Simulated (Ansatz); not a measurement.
# CH₉AlSiSn: a ladder of functionals and wavefunction methods

An exercise on one series of results from a longer session: the logs are not shown, and one member is left open.

Method: functionals in def2-TZVPP, the program's frozen cores in correlated methods; program: Ansatz 0.2.0, Gaussian basis.

Plan: PBE-D4, r2SCAN-D4, PBE0-D4, B3LYP-D4, ωB97X-V, ωB97M-V, B2PLYP; CCSD(T)/def2-TZVPP; MP2/def2-QZVPP; extrapolation to the limit.

### The geometry

The geometry comes from an earlier relaxation with PBE0-D4 in a triple-zeta def2 set; it is a stationary point, not always the lowest conformer. Sn takes the def2 core potential; no spin-orbit term is included.

13 atoms, charge 0, spin multiplicity 1.

Atoms are counted from 1 here; the program's logs count them from 0.

Bond lengths: C1–Si2 1.882 Å, C1–H5 1.092 Å, C1–H6 1.092 Å, C1–H7 1.092 Å, Si2–Al3 2.458 Å, Si2–H8 1.495 Å, Si2–H9 1.496 Å, Al3–Sn4 2.665 Å, Al3–H10 1.592 Å, Sn4–H11 1.714 Å, Sn4–H12 1.715 Å, Sn4–H13 1.712 Å. Angles: Si2–C1–H5 110.8°, Si2–C1–H6 111.0°, Si2–C1–H7 110.7°, H5–C1–H6 108.1°, H5–C1–H7 107.8°, H6–C1–H7 108.3°, C1–Si2–Al3 113.0°, C1–Si2–H8 109.7°, C1–Si2–H9 109.4°, Al3–Si2–H8 110.1°, Al3–Si2–H9 108.4°, H8–Si2–H9 106.1°, Si2–Al3–Sn4 119.8°, Si2–Al3–H10 121.6°, Sn4–Al3–H10 118.6°, Al3–Sn4–H11 112.5°, Al3–Sn4–H12 111.2°, Al3–Sn4–H13 114.5° and more.

The first run:

File in.yaml:

```yaml
crystal:
  periodic: [false, false, false]
  atoms:
    - {symbol: C, position_ang: [-1.342051, 1.607255, -0.409010]}
    - {symbol: Si, position_ang: [-0.003241, 1.580980, 0.913432]}
    - {symbol: Al, position_ang: [1.193217, -0.562980, 1.026343]}
    - {symbol: Sn, position_ang: [0.706311, -2.447046, -0.794740]}
    - {symbol: H, position_ang: [-2.105365, 0.853154, -0.204378]}
    - {symbol: H, position_ang: [-1.830974, 2.582928, -0.451391]}
    - {symbol: H, position_ang: [-0.918294, 1.393948, -1.392856]}
    - {symbol: H, position_ang: [-0.604038, 1.903350, 2.243632]}
    - {symbol: H, position_ang: [0.991300, 2.663362, 0.635211]}
    - {symbol: H, position_ang: [2.258557, -0.865355, 2.169817]}
    - {symbol: H, position_ang: [0.112033, -1.799147, -2.266647]}
    - {symbol: H, position_ang: [-0.500592, -3.537898, -0.250800]}
    - {symbol: H, position_ang: [2.063536, -3.407449, -1.203814]}
basis:
  gaussian: {orbitals: def2-TZVPP}
hamiltonian: {xc: pbe, dispersion: d4}
output: {forces: true, orbitals: {seedname: orbitals}}
```

Started as:

```console
$ ansatz run in.yaml --threads 4 --pin off --events-out ev --progress --plain --max-ram 10444MiB
```

Among the steps run: PBE-D4 (GGA); r2SCAN-D4 (meta-GGA); PBE0-D4 (hybrid); B3LYP-D4 (hybrid); ωB97X-V (range-separated); ωB97M-V (range-separated); B2PLYP (double hybrid); CCSD(T) in def2-TZVPP; MP2 in def2-QZVPP.

One table of the session follows, with a row left open; its other results are not shown here.

| method | atomisation energy (kcal/mol) |
| --- | --- |
| PBE-D4 | 881.1 |
| r2SCAN-D4 | 888.5 |
| PBE0-D4 | 880.0 |
| B3LYP-D4 | 885.6 |
| ωB97X-V | 896.1 |
| ωB97M-V | 886.9 |
| B2PLYP | 872.5 |
| HF/def2-TZVPP | 669.8 |
| MP2/def2-TZVPP | 858.0 |
| CCSD/def2-TZVPP | ? |
| CCSD(T)/def2-TZVPP | 871.8 |
| MP2/CBS | 878.7 |
| CCSD(T)/CBS | 892.5 |

Q: Estimate the row for CCSD/def2-TZVPP from the others.

As computed: atomisation energy (kcal/mol): 863.3. In the column «atomisation energy (kcal/mol)» it lies between MP2/def2-TZVPP (858.0) and CCSD(T)/def2-TZVPP (871.8).
